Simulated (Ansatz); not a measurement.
# AlH3O3 + H2S: a complex and its separated parts

The complex below is one end of an elementary step. How strongly is it bound against its free parts?

Program: Ansatz 0.2.0, Gaussian basis. Level of theory: PBE0-D4/def2-TZVP structures, single points in def2-TZVPP, no counterpoise correction. These are calculated values, not measurements.

Levels: SPW92, PBE-D4, BLYP-D4, r2SCAN-D4, B97M-V, PBE0-D4, B3LYP-D4, r2SCAN0-D4, BHLYP-D4, CAM-B3LYP-D4, wB97X-V, wB97M-V, B2PLYP, PBE-QIDH, RPA on PBE, Hartree-Fock, MP2, CCSD, CCSD(T).

Cores are frozen in the correlated methods. B3LYP uses VWN-RPA correlation. B2PLYP carries no dispersion term here.

94 further runs of the same task are left out: 94 set aside as unsound or not needed.

## Step 1: Starting geometry

The complex: 10 atoms, charge 0, spin multiplicity 1.

Atoms are counted from 1 here; the program's logs count them from 0.

Bond lengths: Al1–S2 2.529 Å, Al1–O3 1.709 Å, Al1–O4 1.712 Å, Al1–O6 1.710 Å, S2–H5 1.344 Å, S2–H7 1.344 Å, O3–H8 0.955 Å, O4–H9 0.955 Å, O6–H10 0.955 Å. Angles: S2–Al1–O3 96.5°, S2–Al1–O4 98.7°, S2–Al1–O6 97.0°, O3–Al1–O4 118.0°, O3–Al1–O6 119.7°, O4–Al1–O6 117.4°, Al1–S2–H5 95.0°, Al1–S2–H7 95.1°, H5–S2–H7 92.6°, Al1–O3–H8 120.7°, Al1–O4–H9 120.4°, Al1–O6–H10 120.8°.

Geometry (Å):

```mol
AlH5O3S
  3D, bonds by distance, orders not assigned

 10  9  0  0  0  0  0  0  0  0999 V2000
   -0.0674   -0.2484    0.5152 Al  0  0
    0.7245    1.3132   -1.3093 S   0  0
    1.4823   -0.6396    1.1207 O   0  0
   -0.8637   -1.4057   -0.4634 O   0  0
   -0.4974    1.5151   -1.8306 H   0  0
   -1.0436    0.8812    1.3487 O   0  0
    1.0065    0.3363   -2.1883 H   0  0
    1.8150   -1.5336    1.0695 H   0  0
   -1.8135   -1.5010   -0.4244 H   0  0
   -0.7427    1.2826    2.1618 H   0  0
  1  2  8  0
  1  3  8  0
  1  4  8  0
  1  6  8  0
  2  5  8  0
  2  7  8  0
  3  8  8  0
  4  9  8  0
  6 10  8  0
M  END
```

Its parts: AlH3O3 holds atoms 1, 3, 4, 6, 8, 9, 10; H2S holds atoms 2, 5, 7. Each part counts its atoms afresh in its own runs.

## Step 2: Relaxing AlH3O3 alone

Contents of relax-a/in.yaml:

```yaml
crystal:
  periodic: [false, false, false]
  atoms:
    - {symbol: Al, position_ang: [-0.067396, -0.248401, 0.515230]}
    - {symbol: O, position_ang: [1.482314, -0.639631, 1.120708]}
    - {symbol: O, position_ang: [-0.863686, -1.405702, -0.463397]}
    - {symbol: O, position_ang: [-1.043568, 0.881234, 1.348747]}
    - {symbol: H, position_ang: [1.814998, -1.533578, 1.069485]}
    - {symbol: H, position_ang: [-1.813539, -1.500966, -0.424375]}
    - {symbol: H, position_ang: [-0.742661, 1.282612, 2.161809]}
basis:
  gaussian: {orbitals: def2-TZVP}
hamiltonian: {xc: pbe0, dispersion: d4}
relax: {f_tol: 0.005, max_steps: 200}
```

The run is started by

```bash
$ ansatz run in.yaml --threads 4 --pin off --events-out ev --progress --plain --max-ram 9574MiB
```

Further steps of the session: Relaxing H2S alone; SPW92/def2-TZVPP; PBE-D4/def2-TZVPP; BLYP-D4/def2-TZVPP; r2SCAN-D4/def2-TZVPP; B97M-V/def2-TZVPP; PBE0-D4/def2-TZVPP; B3LYP-D4/def2-TZVPP; r2SCAN0-D4/def2-TZVPP; BHLYP-D4/def2-TZVPP; CAM-B3LYP-D4/def2-TZVPP; wB97X-V/def2-TZVPP; wB97M-V/def2-TZVPP; B2PLYP/def2-TZVPP; PBE-QIDH/def2-TZVPP; RPA on PBE/def2-TZVPP; CCSD(T)/def2-TZVPP; Vibrations of AlH3O3; Vibrations of H2S.

**Question.** What will these runs give? Wanted: complex less parts, CCSD(T)/def2-TZVPP; with zero-point energy; largest T1 diagnostic.

The runs gave:

```
                              quantity           value
complex less parts, CCSD(T)/def2-TZVPP  -10.5 kcal/mol
                with zero-point energy   -9.0 kcal/mol
                 largest T1 diagnostic           0.012
```

In words: At CCSD(T) the complex lies 10.5 kcal/mol below its parts. Among the functionals BLYP-D4 lands nearest to CCSD(T) (+0.1 kcal/mol) and SPW92 farthest (-5.6 kcal/mol). B97M-V is as near within the digits shown. Mean unsigned error by rung: LDA 5.6, GGA 1.0, meta-GGA 0.9, hybrid 1.3, range-separated hybrid 0.8, double hybrid 1.2 kcal/mol. PBE-D4 gives a relative energy 1.9 kcal/mol too low, outside chemical accuracy (1 kcal/mol). No counterpoise was applied, and triple zeta lacks some correlation, so the CCSD(T) reference has a basis error of its own, and close matches with it are partly luck.
